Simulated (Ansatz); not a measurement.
Predict the output of the script below (the Ansatz DFT code, driven from Python).

Script `run_transition.py`:
```python
'''Pressure at which two phases of Sb cross.'''

import warnings

import ansatz as az
import numpy as np

CUTOFF_EV = 260
TOLERANCE = 1e-06
K_SPACING = 0.39
FILLING = 'cold'
WIDTH_EV = 0.1


def solve(name, crystal, pressure=0.0):
    calc = (
        crystal.calculation()
        .functional(az.Functional.LDA)
        .initial_density(normalization='atom')
        .basis(CUTOFF_EV, density_ratio=4)
        .scf(tolerance=TOLERANCE, self_checks='low')
        .kpoints(spacing=K_SPACING)
        .occupations(FILLING, width=WIDTH_EV)
    )
    calc = calc.relax(force_tolerance=0.02, max_steps=60, cell=True, pressure=pressure)
    return calc.run(threads=1)


def volume_per_atom(outcome):
    return abs(np.linalg.det(outcome.lattice.cell_ang)) / len(outcome.lattice.sites)

warnings.simplefilter('ignore', az.DeckWarning)

phases = {}
p6_3_mmc = (
    az.Lattice.from_parameters(3.33, 3.33, 5.23, alpha=90, beta=90, gamma=120)
    .space_group(194)
    .atom('Sb', (1 / 3, 2 / 3, 0.25))
)
phases['P6_3/mmc'] = p6_3_mmc
im_3m = (
    az.Lattice.bcc(3.45)
    .space_group(229)
    .atom('Sb', (0.0, 0.0, 0.0))
    .primitive()
)
phases['Im-3m'] = im_3m

# enthalpy per atom at each pressure
pressures = [0, 10, 20, 30]
enthalpy, volume = {name: [] for name in phases}, {name: [] for name in phases}
for p in pressures:
    for name, crystal in phases.items():
        o = solve(name, crystal, pressure=p)
        volume[name].append(volume_per_atom(o))
        enthalpy[name].append(o.report['energy_sigma0_ev'] / len(o.lattice.sites) + p * volume[name][-1] / 160.21766)
gap = np.array(enthalpy['Im-3m']) - np.array(enthalpy['P6_3/mmc'])
rows = [(p, va, vb, 1000 * d) for p, va, vb, d in zip(pressures, volume['P6_3/mmc'], volume['Im-3m'], gap)]
print('   P (GPa)  V P6_3/mmc (A^3/atom)  V Im-3m (A^3/atom)  H(Im-3m) - H(P6_3/mmc) (meV/atom)')
for row in rows:
    print(f'{row[0]:10d}  {row[1]:21.3f}  {row[2]:18.3f}  {row[3]:+33.1f}')
crossings = [p0 - g0 * (p1 - p0) / (g1 - g0) for p0, p1, g0, g1 in zip(pressures, pressures[1:], gap, gap[1:]) if g0 * g1 < 0]
print('crossing near', [round(float(p), 1) for p in crossings], 'GPa') if crossings else print('no crossing in this range')
```

```console
$ python run_transition.py
   P (GPa)  V P6_3/mmc (A^3/atom)  V Im-3m (A^3/atom)  H(Im-3m) - H(P6_3/mmc) (meV/atom)
         0                 25.420              25.022                             +106.1
        10                 23.008              22.942                              +82.7
        20                 21.434              21.275                              +95.1
        30                 20.326              20.017                              +45.3
no crossing in this range
```

Caveats:
- These settings explore the input space; cutoff and mesh may be short of convergence.
- The cutoff lies under the one recommended for these potentials.
- Under the recommended cutoff a pressure can be off by several GPa, even in sign.
- At a fixed pressure a relaxation lowers the enthalpy F + PV, while F alone can rise.
- For the metals among these phases the mesh is modest: differences between phases can be off by up to 40 meV an atom.
- The program warned that this SCF threshold is loose for forces or stresses.
- The cells come from databases of deposited and of computed structures, and not all need be stable phases.
- Only these two structures are compared, at zero temperature and with their symmetry kept; either may be hypothetical, and another phase may be lower than both. Differences under about 40 meV an atom lie within the error of mesh and functional.
- The script silences the warnings on its input, which a real study should read.
- Run time: 53 s on 1 thread of Arm Neoverse V2, on a shared host, peak memory 0.33 GiB.
